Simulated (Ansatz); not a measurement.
# TiClF₃ + HF: a complex and its separated parts

The complex below is one end of an elementary step. How strongly is it bound against its free parts?

Program: Ansatz 0.2.0, Gaussian basis. Level of theory: PBE0-D4/def2-TZVP structures, single points in def2-TZVPP, no counterpoise correction. These are calculated values, not measurements.

Levels: SPW92, PBE-D4, BLYP-D4, r2SCAN-D4, B97M-V, PBE0-D4, B3LYP-D4, r2SCAN0-D4, BHLYP-D4, CAM-B3LYP-D4, wB97X-V, wB97M-V, B2PLYP, PBE-QIDH, RPA on PBE, Hartree-Fock, MP2, CCSD, CCSD(T).

Correlated methods freeze the cores. B3LYP uses VWN-RPA correlation. B2PLYP carries no dispersion term here.

94 further runs of the same task are left out: 94 set aside as unsound or not needed.

**1. Starting geometry**

The complex: 7 atoms, charge 0, spin multiplicity 1.

Atoms are counted from 1 here; the program's logs count them from 0.

Bond lengths: Ti1–F3 1.737 Å, Ti1–F4 1.737 Å, Ti1–F5 1.733 Å, Ti1–Cl7 2.221 Å, F2–H6 0.929 Å. Angles: F3–Ti1–F4 114.8°, F3–Ti1–F5 103.3°, F3–Ti1–Cl7 115.4°, F4–Ti1–F5 103.3°, F4–Ti1–Cl7 115.4°, F5–Ti1–Cl7 102.1°.

As a file:

```mol
ClF4HTi
  3D, bonds by distance, orders not assigned

  7  5  0  0  0  0  0  0  0  0999 V2000
   -0.6456   -0.1035    0.2717 Ti  0  0
    1.4706   -0.3265   -1.0551 F   0  0
   -0.0566   -1.6642    0.7566 F   0  0
   -1.2144   -0.0161   -1.3673 F   0  0
   -2.0931    0.0835    1.2055 F   0  0
    1.9659    0.4016   -0.7605 H   0  0
    0.5731    1.6252    0.9490 Cl  0  0
  1  3  8  0
  1  4  8  0
  1  5  8  0
  1  7  8  0
  2  6  8  0
M  END
```

Its parts: TiClF₃ holds atoms 1, 3, 4, 5, 7; HF holds atoms 2, 6. Each part counts its atoms afresh in its own runs.

**2. Relaxing TiClF₃ alone**

relax-a/in.yaml reads:

```yaml
crystal:
  periodic: [false, false, false]
  atoms:
    - {symbol: Ti, position_ang: [-0.645560, -0.103511, 0.271710]}
    - {symbol: F, position_ang: [-0.056633, -1.664169, 0.756561]}
    - {symbol: F, position_ang: [-1.214410, -0.016148, -1.367255]}
    - {symbol: F, position_ang: [-2.093096, 0.083548, 1.205504]}
    - {symbol: Cl, position_ang: [0.573147, 1.625198, 0.949003]}
basis:
  gaussian: {orbitals: def2-TZVP}
hamiltonian: {xc: pbe0, dispersion: d4}
relax: {f_tol: 0.005, max_steps: 200}
```

Started as:

```bash
ansatz run in.yaml --threads 8 --pin off --events-out ev --progress --plain --max-ram 19148MiB
```

Log (excerpt; [...] marks lines left out):

```text
Functional definition: PBE0
  name "PBE0"
  cite "Adamo & Barone, J. Chem. Phys. 110, 6158 (1999) doi:10.1063/1.478522"
  cite "Perdew, Burke & Ernzerhof, Phys. Rev. Lett. 77, 3865 (1996) doi:10.1103/PhysRevLett.77.3865"
  parent pbe
[...]
1202 factors; their error is unknown
[...]
mean field -43782.95799353 eV, -1608.9940291075 hartree, gradient 3.2e-5 eV, S^2 0.000000; 0 other end points of the search recorded, 0 dependent functions left out
[...]
reference -43782.95803140 eV, -1608.9940304990 hartree; 33, 33 occupied and 142, 142 virtual orbitals, 1202 factors
[...]
reference -43783.08410581 eV, -1608.9986636481 hartree; 33, 33 occupied and 142, 142 virtual orbitals, 1202 factors
Total energy: -43783.18084632 eV, -1609.0022187963 hartree
Atom 0 at    -0.739274    -0.077608     0.342856 Å, force    -0.000337    -0.000304    -0.000052 eV/Å
Atom 1 at     0.011595    -1.601181     0.702129 Å, force    -0.000339     0.000121    -0.000120 eV/Å
Atom 2 at    -1.108000    -0.007111    -1.352204 Å, force    -0.000110    -0.000205     0.000299 eV/Å
Atom 3 at    -2.209851     0.064581     1.254641 Å, force     0.000274    -0.000245    -0.000339 eV/Å
Atom 4 at     0.608978     1.546238     0.868101 Å, force     0.000513     0.000633     0.000212 eV/Å
Dipole moment:     0.027199     0.032749     0.010588 e Å
```

Run time: 9 s. Hardware: 8 threads of Arm Neoverse V2, shared host.

Step by step:

| step | energy from step 1 (eV) | largest force component (eV/Å) |
| --- | --- | --- |
| 1 | 0.0000 | 0.8336 |
| 2 | -0.1064 | 0.2614 |
| 3 | -0.1256 | 0.1199 |
| 4 | -0.1269 | 0.0077 |
| 5 | -0.1269 | 0.0006 |

Distances of close pairs at the start and the end, largest changes first:

| bond | before (Å) | after (Å) | change (Å) |
| --- | --- | --- | --- |
| Ti1–Cl5 | 2.221 | 2.175 | -0.046 |
| Ti1–F4 | 1.733 | 1.736 | +0.003 |
| Ti1–F2 | 1.737 | 1.736 | -0.001 |
| Ti1–F3 | 1.737 | 1.736 | -0.001 |

**3. Relaxing HF alone**

relax-b/in.yaml reads:

```yaml
crystal:
  periodic: [false, false, false]
  atoms:
    - {symbol: F, position_ang: [1.470557, -0.326490, -1.055091]}
    - {symbol: H, position_ang: [1.965895, 0.401572, -0.760532]}
basis:
  gaussian: {orbitals: def2-TZVP}
hamiltonian: {xc: pbe0, dispersion: d4}
relax: {f_tol: 0.005, max_steps: 200}
```

Started as:

```bash
ansatz run in.yaml --threads 8 --pin off --events-out ev --progress --plain --max-ram 19148MiB
```

Log (excerpt; [...] marks lines left out):

```text
[... 5 set-up lines as earlier in the session ...]
[...]
200 factors; their error is unknown
[...]
mean field -2731.79955189 eV, -100.3917818519 hartree, gradient 6.9e-6 eV, S^2 0.000000; 0 other end points of the search recorded, 0 dependent functions left out
[...]
reference -2731.80170837 eV, -100.3918611010 hartree; 5, 5 occupied and 32, 32 virtual orbitals, 200 factors
Total energy: -2731.80322165 eV, -100.3919167130 hartree
Atom 0 at     1.472833    -0.323145    -1.053738 Å, force    -0.001244    -0.001828    -0.000740 eV/Å
Atom 1 at     1.963619     0.398227    -0.761885 Å, force     0.001244     0.001828     0.000740 eV/Å
Dipole moment:     0.213815     0.314271     0.127148 e Å
```

It took 0.3 s on 8 threads of Arm Neoverse V2, shared host.

The steps of the relaxation:

| step | energy from step 1 (eV) | largest force component (eV/Å) |
| --- | --- | --- |
| 1 | 0.0000 | 0.3921 |
| 2 | -0.0021 | 0.0822 |
| 3 | -0.0021 | 0.0018 |

The bond:

| bond | before (Å) | after (Å) | change (Å) |
| --- | --- | --- | --- |
| F1–H2 | 0.929 | 0.920 | -0.009 |

**4. SPW92/def2-TZVPP**

parta/in.yaml reads:

```yaml
crystal:
  periodic: [false, false, false]
  atoms:
    - {symbol: Ti, position_ang: [-0.739274, -0.077608, 0.342856]}
    - {symbol: F, position_ang: [0.011595, -1.601181, 0.702129]}
    - {symbol: F, position_ang: [-1.108000, -0.007111, -1.352204]}
    - {symbol: F, position_ang: [-2.209851, 0.064581, 1.254641]}
    - {symbol: Cl, position_ang: [0.608978, 1.546238, 0.868101]}
basis:
  gaussian: {orbitals: def2-TZVPP}
hamiltonian: {xc: lda}
```

partb/in.yaml reads:

```yaml
crystal:
  periodic: [false, false, false]
  atoms:
    - {symbol: F, position_ang: [1.472833, -0.323145, -1.053738]}
    - {symbol: H, position_ang: [1.963619, 0.398227, -0.761885]}
basis:
  gaussian: {orbitals: def2-TZVPP}
hamiltonian: {xc: lda}
```

One command serves all of them, each in its own folder.

Started as:

```bash
ansatz run in.yaml --threads 8 --pin off --events-out ev --progress --plain --max-ram 19148MiB
```

parta printed (excerpt; [...] marks lines left out):

```text
Functional definition: SPW92
  name "SPW92"
  cite "Dirac, Proc. Camb. Phil. Soc. 26, 376 (1930) doi:10.1017/S0305004100016108"
  cite "Slater, Phys. Rev. 81, 385 (1951) doi:10.1103/PhysRev.81.385"
  cite "Perdew & Wang, Phys. Rev. B 45, 13244 (1992) doi:10.1103/PhysRevB.45.13244"
[...]
1194 factors; their error is unknown
[...]
mean field -43654.09028170 eV, -1604.2582280472 hartree, gradient 6.6e-5 eV, S^2 0.000000; 0 other end points of the search recorded, 0 dependent functions left out
reference -43654.09033156 eV, -1604.2582298797 hartree; 33, 33 occupied and 166, 166 virtual orbitals, 1194 factors
Total energy: -43654.09033156 eV, -1604.2582298797 hartree
```

Log of partb (excerpt; [...] marks lines left out):

```text
[... 5 set-up lines as earlier in the session ...]
[...]
215 factors; their error is unknown
[...]
mean field -2716.76649124 eV, -99.8393270627 hartree, gradient 3.5e-5 eV, S^2 0.000000; 0 other end points of the search recorded, 0 dependent functions left out
reference -2716.76650233 eV, -99.8393274700 hartree; 5, 5 occupied and 40, 40 virtual orbitals, 215 factors
Total energy: -2716.76650233 eV, -99.8393274700 hartree
```

Wall times: 0.6 s (parta), 0.1 s (partb) on 8 threads of Arm Neoverse V2, shared host.

**5. PBE-D4/def2-TZVPP**

The same edit goes into each in.yaml of step 4 (parta, partb):

```diff
-hamiltonian: {xc: lda}
+hamiltonian: {xc: pbe, dispersion: d4}
```

Each run has its own folder and the same command.

Started as:

```bash
ansatz run in.yaml --threads 8 --pin off --events-out ev --progress --plain --max-ram 19148MiB
```

Log of parta (excerpt; [...] marks lines left out):

```text
Functional definition: PBE
  name "PBE"
[... 2 set-up lines as earlier in the session ...]
[...]
1194 factors; their error is unknown
[...]
mean field -43782.52358276 eV, -1608.9780648062 hartree, gradient 5.7e-5 eV, S^2 0.000000; 0 other end points of the search recorded, 0 dependent functions left out
reference -43782.52363609 eV, -1608.9780667660 hartree; 33, 33 occupied and 166, 166 virtual orbitals, 1194 factors
Total energy: -43782.63766985 eV, -1608.9822574293 hartree
```

Output in partb (excerpt; [...] marks lines left out):

```text
[... 4 set-up lines as earlier in the session ...]
[...]
215 factors; their error is unknown
[...]
mean field -2731.84356971 eV, -100.3933994768 hartree, gradient 4.8e-5 eV, S^2 0.000000; 0 other end points of the search recorded, 0 dependent functions left out
reference -2731.84358182 eV, -100.3933999217 hartree; 5, 5 occupied and 40, 40 virtual orbitals, 215 factors
Total energy: -2731.84547569 eV, -100.3934695202 hartree
```

They took 0.95 s (parta), 0.1 s (partb) on 8 threads of Arm Neoverse V2, shared host.

**6. BLYP-D4/def2-TZVPP**

The same edit goes into each in.yaml of step 5 (parta, partb):

```diff
-hamiltonian: {xc: pbe, dispersion: d4}
+hamiltonian: {xc: {name: BLYP}, dispersion: d4}
```

Each run has its own folder and the same command.

Started as:

```bash
ansatz run in.yaml --threads 8 --pin off --events-out ev --progress --plain --max-ram 19148MiB
```

Log of parta (excerpt; [...] marks lines left out):

```text
Functional definition: BLYP
  name "BLYP"
  cite "Becke, Phys. Rev. A 38, 3098 (1988) doi:10.1103/PhysRevA.38.3098"
  cite "Lee, Yang & Parr, Phys. Rev. B 37, 785 (1988) doi:10.1103/PhysRevB.37.785"
[...]
1194 factors; their error is unknown
[...]
mean field -43801.57354550 eV, -1609.6781380244 hartree, gradient 5.0e-5 eV, S^2 0.000000; 0 other end points of the search recorded, 0 dependent functions left out
reference -43801.57389856 eV, -1609.6781509988 hartree; 33, 33 occupied and 166, 166 virtual orbitals, 1194 factors
Total energy: -43801.81915448 eV, -1609.6871639876 hartree
```

partb printed (excerpt; [...] marks lines left out):

```text
[... 4 set-up lines as earlier in the session ...]
[...]
215 factors; their error is unknown
[...]
mean field -2734.23791288 eV, -100.4813899653 hartree, gradient 3.9e-5 eV, S^2 0.000000; 0 other end points of the search recorded, 0 dependent functions left out
reference -2734.23803649 eV, -100.4813945077 hartree; 5, 5 occupied and 40, 40 virtual orbitals, 215 factors
Total energy: -2734.24261845 eV, -100.4815628918 hartree
```

Times: 1.1 s (parta), 0.1 s (partb) on 8 threads of Arm Neoverse V2, shared host.

**7. r2SCAN-D4/def2-TZVPP**

Each input of step 6 (parta, partb) changes in the same lines:

```diff
-hamiltonian: {xc: {name: BLYP}, dispersion: d4}
+hamiltonian: {xc: r2scan, dispersion: d4}
```

One command serves all of them, each in its own folder.

Started as:

```bash
ansatz run in.yaml --threads 8 --pin off --events-out ev --progress --plain --max-ram 19148MiB
```

Output in parta (excerpt; [...] marks lines left out):

```text
Functional definition: r2SCAN
  name "r2SCAN"
  cite "Furness, Kaplan, Ning, Perdew & Sun, J. Phys. Chem. Lett. 11, 8208 (2020) doi:10.1021/acs.jpclett.0c02405"
  cite "Furness, Kaplan, Ning, Perdew & Sun, J. Phys. Chem. Lett. 11, 9248 (2020) doi:10.1021/acs.jpclett.0c03077"
  parent r2scan
[...]
1194 factors; their error is unknown
[...]
mean field -43796.27129720 eV, -1609.4832839931 hartree, gradient 3.2e-5 eV, S^2 0.000000; 0 other end points of the search recorded, 0 dependent functions left out
reference -43796.27131423 eV, -1609.4832846191 hartree; 33, 33 occupied and 166, 166 virtual orbitals, 1194 factors
Total energy: -43796.29727241 eV, -1609.4842385647 hartree
```

Log of partb (excerpt; [...] marks lines left out):

```text
[... 5 set-up lines as earlier in the session ...]
[...]
215 factors; their error is unknown
[...]
mean field -2733.29261698 eV, -100.4466509818 hartree, gradient 6.5e-6 eV, S^2 0.000000; 0 other end points of the search recorded, 0 dependent functions left out
reference -2733.29262016 eV, -100.4466510987 hartree; 5, 5 occupied and 40, 40 virtual orbitals, 215 factors
Total energy: -2733.29307769 eV, -100.4466679127 hartree
```

Times: 2.2 s (parta), 0.3 s (partb) on 8 threads of Arm Neoverse V2, shared host.

**8. B97M-V/def2-TZVPP**

Each input of step 7 (parta, partb) changes in the same lines:

```diff
-hamiltonian: {xc: r2scan, dispersion: d4}
+hamiltonian: {xc: {name: B97M-V}}
```

One command serves all of them, each in its own folder.

Started as:

```bash
ansatz run in.yaml --threads 8 --pin off --events-out ev --progress --plain --max-ram 19148MiB
```

parta printed (excerpt; [...] marks lines left out):

```text
Functional definition: B97M-V
  name "B97M-V"
  cite "Mardirossian & Head-Gordon, J. Chem. Phys. 142, 074111 (2015) doi:10.1063/1.4907719"
  cite "Becke, J. Chem. Phys. 107, 8554 (1997) doi:10.1063/1.475007"
  cite "Vydrov & Van Voorhis, J. Chem. Phys. 133, 244103 (2010) doi:10.1063/1.3521275"
  # Of w^i u^j: cxij and so on, Table III.
[...]
  gx(w, u) = cx00 + cx01*u + cx02*u^2 + (cx10 + cx11*u)*w
[...]
  gos(w, u) = cos00 + cos01*u + cos03*u^3 + cos10*w + cos32*w^3*u^2
[...]
      + integral(e_c_pw_mod_opposite_spin*gos(b97_w_opposite, b97_u_opposite)) + vv10(b, c)
1194 factors; their error is unknown
[...]
mean field -43788.88341316 eV, -1609.2117842623 hartree, gradient 2.3e-5 eV, S^2 0.000000; 0 other end points of the search recorded, 0 dependent functions left out
reference -43788.88348895 eV, -1609.2117870477 hartree; 33, 33 occupied and 166, 166 virtual orbitals, 1194 factors
Total energy: -43788.88348895 eV, -1609.2117870477 hartree
```

Log of partb (excerpt; [...] marks lines left out):

```text
[... 5 set-up lines as earlier in the session ...]
  # Of w^i u^j: cxij and so on, Table III.
[...]
  gx(w, u) = cx00 + cx01*u + cx02*u^2 + (cx10 + cx11*u)*w
[...]
  gos(w, u) = cos00 + cos01*u + cos03*u^3 + cos10*w + cos32*w^3*u^2
[...]
      + integral(e_c_pw_mod_opposite_spin*gos(b97_w_opposite, b97_u_opposite)) + vv10(b, c)
215 factors; their error is unknown
[...]
mean field -2733.38838191 eV, -100.4501702781 hartree, gradient 2.3e-5 eV, S^2 0.000000; 0 other end points of the search recorded, 0 dependent functions left out
reference -2733.38839963 eV, -100.4501709290 hartree; 5, 5 occupied and 40, 40 virtual orbitals, 215 factors
Total energy: -2733.38839963 eV, -100.4501709290 hartree
```

They took 3.4 s (parta), 0.2 s (partb) on 8 threads of Arm Neoverse V2, shared host.

**9. PBE0-D4/def2-TZVPP**

The same edit goes into each in.yaml of step 8 (parta, partb):

```diff
-hamiltonian: {xc: {name: B97M-V}}
+hamiltonian: {xc: pbe0, dispersion: d4}
+output: {orbitals: {seedname: orbitals}}
```

Each run has its own folder and the same command.

Started as:

```bash
ansatz run in.yaml --threads 8 --pin off --events-out ev --progress --plain --max-ram 19148MiB
```

Log of parta (excerpt; [...] marks lines left out):

```text
[... 5 set-up lines as earlier in the session ...]
[...]
1305 factors; their error is unknown
[...]
mean field -43783.21009922 eV, -1609.0032938205 hartree, gradient 7.4e-5 eV, S^2 0.000000; 0 other end points of the search recorded, 0 dependent functions left out
reference -43783.21013845 eV, -1609.0032952624 hartree; 33, 33 occupied and 166, 166 virtual orbitals, 1305 factors
Total energy: -43783.30687897 eV, -1609.0068504107 hartree
```

Log of partb (excerpt; [...] marks lines left out):

```text
[... 5 set-up lines as earlier in the session ...]
[...]
215 factors; their error is unknown
[...]
mean field -2731.86112301 eV, -100.3940445487 hartree, gradient 4.0e-5 eV, S^2 0.000000; 0 other end points of the search recorded, 0 dependent functions left out
reference -2731.86113173 eV, -100.3940448689 hartree; 5, 5 occupied and 40, 40 virtual orbitals, 215 factors
Total energy: -2731.86264501 eV, -100.3941004810 hartree
```

They took 1.4 s (parta), 0.1 s (partb) on 8 threads of Arm Neoverse V2, shared host.

**10. B3LYP-D4/def2-TZVPP**

Each input of step 9 (parta, partb) changes in the same lines:

```diff
-hamiltonian: {xc: pbe0, dispersion: d4}
-output: {orbitals: {seedname: orbitals}}
+hamiltonian: {xc: {name: B3LYP}, dispersion: d4}
```

Each run has its own folder and the same command.

Started as:

```bash
ansatz run in.yaml --threads 8 --pin off --events-out ev --progress --plain --max-ram 19148MiB
```

parta printed (excerpt; [...] marks lines left out):

```text
Functional definition: B3LYP
  name "B3LYP"
  cite "Stephens, Devlin, Chabalowski & Frisch, J. Phys. Chem. 98, 11623 (1994) doi:10.1021/j100096a001"
[... 2 set-up lines as earlier in the session ...]
  cite "Vosko, Wilk & Nusair, Can. J. Phys. 58, 1200 (1980) doi:10.1139/p80-159"
[...]
1279 factors; their error is unknown
[...]
mean field -43801.55656402 eV, -1609.6775139662 hartree, gradient 8.1e-5 eV, S^2 0.000000; 0 other end points of the search recorded, 0 dependent functions left out
reference -43801.55682710 eV, -1609.6775236344 hartree; 33, 33 occupied and 166, 166 virtual orbitals, 1279 factors
Total energy: -43801.74290155 eV, -1609.6843617442 hartree
```

Output in partb (excerpt; [...] marks lines left out):

```text
[... 6 set-up lines as earlier in the session ...]
[...]
215 factors; their error is unknown
[...]
mean field -2734.54625550 eV, -100.4927213477 hartree, gradient 1.9e-5 eV, S^2 0.000000; 0 other end points of the search recorded, 0 dependent functions left out
reference -2734.54634634 eV, -100.4927246860 hartree; 5, 5 occupied and 40, 40 virtual orbitals, 215 factors
Total energy: -2734.54933603 eV, -100.4928345551 hartree
```

Times: 1.3 s (parta), 0.1 s (partb) on 8 threads of Arm Neoverse V2, shared host.

**11. r2SCAN0-D4/def2-TZVPP**

The same edit goes into each in.yaml of step 10 (parta, partb):

```diff
-hamiltonian: {xc: {name: B3LYP}, dispersion: d4}
+hamiltonian: {xc: {name: r2SCAN0}, dispersion: d4}
```

Each run has its own folder and the same command.

Started as:

```bash
ansatz run in.yaml --threads 8 --pin off --events-out ev --progress --plain --max-ram 19148MiB
```

parta printed (excerpt; [...] marks lines left out):

```text
Functional definition: r2SCAN0
  name "r2SCAN0"
  cite "Bursch, Neugebauer, Ehlert & Grimme, J. Chem. Phys. 156, 134105 (2022) doi:10.1063/5.0086040"
[... 3 set-up lines as earlier in the session ...]
[...]
1305 factors; their error is unknown
[...]
mean field -43793.65806488 eV, -1609.3872494766 hartree, gradient 7.7e-5 eV, S^2 0.000000; 0 other end points of the search recorded, 0 dependent functions left out
reference -43793.65807820 eV, -1609.3872499662 hartree; 33, 33 occupied and 166, 166 virtual orbitals, 1305 factors
Total energy: -43793.68948250 eV, -1609.3884040528 hartree
```

Output in partb (excerpt; [...] marks lines left out):

```text
[... 6 set-up lines as earlier in the session ...]
[...]
215 factors; their error is unknown
[...]
mean field -2732.94547640 eV, -100.4338938009 hartree, gradient 6.6e-5 eV, S^2 0.000000; 0 other end points of the search recorded, 0 dependent functions left out
reference -2732.94547887 eV, -100.4338938913 hartree; 5, 5 occupied and 40, 40 virtual orbitals, 215 factors
Total energy: -2732.94598083 eV, -100.4339123383 hartree
```

They took 2.5 s (parta), 0.3 s (partb) on 8 threads of Arm Neoverse V2, shared host.

**12. BHLYP-D4/def2-TZVPP**

Each input of step 11 (parta, partb) changes in the same lines:

```diff
-hamiltonian: {xc: {name: r2SCAN0}, dispersion: d4}
+hamiltonian: {xc: {name: BHLYP}, dispersion: d4}
```

Each run has its own folder and the same command.

Started as:

```bash
ansatz run in.yaml --threads 8 --pin off --events-out ev --progress --plain --max-ram 19148MiB
```

Log of parta (excerpt; [...] marks lines left out):

```text
Functional definition: BHLYP
  name "BHLYP"
  cite "Becke, J. Chem. Phys. 98, 1372 (1993) doi:10.1063/1.464304"
[... 2 set-up lines as earlier in the session ...]
[...]
1423 factors; their error is unknown
[...]
mean field -43796.29372843 eV, -1609.4841083257 hartree, gradient 3.2e-5 eV, S^2 0.000000; 0 other end points of the search recorded, 0 dependent functions left out
reference -43796.29390313 eV, -1609.4841147459 hartree; 33, 33 occupied and 166, 166 virtual orbitals, 1423 factors
Total energy: -43796.45112636 eV, -1609.4898925931 hartree
```

Log of partb (excerpt; [...] marks lines left out):

```text
[... 5 set-up lines as earlier in the session ...]
[...]
234 factors; their error is unknown
[...]
mean field -2733.43315703 eV, -100.4518157334 hartree, gradient 1.2e-5 eV, S^2 0.000000; 0 other end points of the search recorded, 0 dependent functions left out
reference -2733.43321757 eV, -100.4518179580 hartree; 5, 5 occupied and 40, 40 virtual orbitals, 234 factors
Total energy: -2733.43494552 eV, -100.4518814592 hartree
```

They took 1.4 s (parta), 0.1 s (partb) on 8 threads of Arm Neoverse V2, shared host.

(Part 1 of 2 ends here.)
